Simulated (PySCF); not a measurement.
# CH5AlO2: the cost of one run

Computed with PySCF 2.14.0. Level: levels as typed in each script, gas phase, geometry from GFN2-xTB.

### Step 1. The system as given

SMILES `C[Al](O)O`, 9 atoms, charge 0, spin multiplicity 1.

Bond lengths: C1–Al2 1.993 Å, C1–H5 1.087 Å, C1–H6 1.088 Å, C1–H7 1.088 Å, Al2–O3 1.647 Å, Al2–O4 1.647 Å, O3–H8 0.945 Å, O4–H9 0.945 Å. Angles: Al2–C1–H5 111.6°, Al2–C1–H6 110.9°, Al2–C1–H7 110.9°, H5–C1–H6 108.3°, H5–C1–H7 108.2°, H6–C1–H7 106.7°, C1–Al2–O3 117.3°, C1–Al2–O4 118.7°, O3–Al2–O4 123.9°, Al2–O3–H8 177.5°, Al2–O4–H9 179.6°.

Geometry (Å):

```mol
CH5AlO2
  3D, bonds by distance, orders not assigned

  9  8  0  0  0  0  0  0  0  0999 V2000
    1.8839    0.1025   -0.0000 C   0  0
   -0.1065   -0.0006   -0.0006 Al  0  0
   -0.7856   -1.5010    0.0003 O   0  0
   -0.9720    1.4006    0.0003 O   0  0
    2.2311    1.1324   -0.0219 H   0  0
    2.3006   -0.4173   -0.8605 H   0  0
    2.2969   -0.3774    0.8851 H   0  0
   -1.2127   -2.3436    0.0005 H   0  0
   -1.4739    2.2009    0.0006 H   0  0
  1  2  8  0
  2  3  8  0
  2  4  8  0
  1  5  8  0
  1  6  8  0
  1  7  8  0
  3  8  8  0
  4  9  8  0
M  END
```

### Step 2. Density, bond paths and surface potential (B3LYP/def2-svpd)

input.py reads:

```python
import numpy as np
from pyscf import gto, scf, dft
from pyscf.scf import atom_ks, atom_hf
from scipy.linalg import block_diag

def solve(mol, dm0=None, hcore=None):
    mf = (dft.UKS if mol.spin else dft.RKS)(mol, xc='b3lyp')
    mf.grids.level = 3
    mf = mf.density_fit(auxbasis='def2-universal-jkfit')
    mf.conv_tol, mf.max_cycle = 1e-8, 80
    if hcore is not None:
        mf.get_hcore = lambda *args: hcore
    mf.kernel(dm0)
    if not mf.converged:
        mf = mf.newton().run(mf.mo_coeff, mf.mo_occ, max_cycle=30)
    assert mf.converged, 'SCF not converged'
    return mf

mol = gto.M(atom='''
C      1.88393     0.10250    -0.00003
Al    -0.10650    -0.00057    -0.00059
O     -0.78564    -1.50097     0.00026
O     -0.97198     1.40065     0.00025
H      2.23109     1.13239    -0.02186
H      2.30061    -0.41726    -0.86052
H      2.29693    -0.37740     0.88511
H     -1.21275    -2.34361     0.00052
H     -1.47387     2.20090     0.00055
''', basis='def2-svpd', charge=0, spin=0, verbose=4)
mf = solve(mol)
mf.analyze()
# spherically averaged free atoms, for the promolecule
atm = atom_ks.get_atm_nrks(mol, xc='b3lyp')
pro = block_diag(*[(atm[a[0]][2] * atm[a[0]][3]) @ atm[a[0]][2].T for a in mol._atom])
np.savez('result.npz', e=mf.e_tot, c=mf.mo_coeff, occ=mf.mo_occ, eps=mf.mo_energy, pro=pro, dip=mf.dip_moment(verbose=0), s2=mf.spin_square()[0])
```

On the command line:

```console
OMP_NUM_THREADS=1 python input.py
```

Q: Estimate wall time and peak memory on 1 thread of Arm Neoverse V2, shared host.

About 13 s, with a peak of 0.5 GiB.
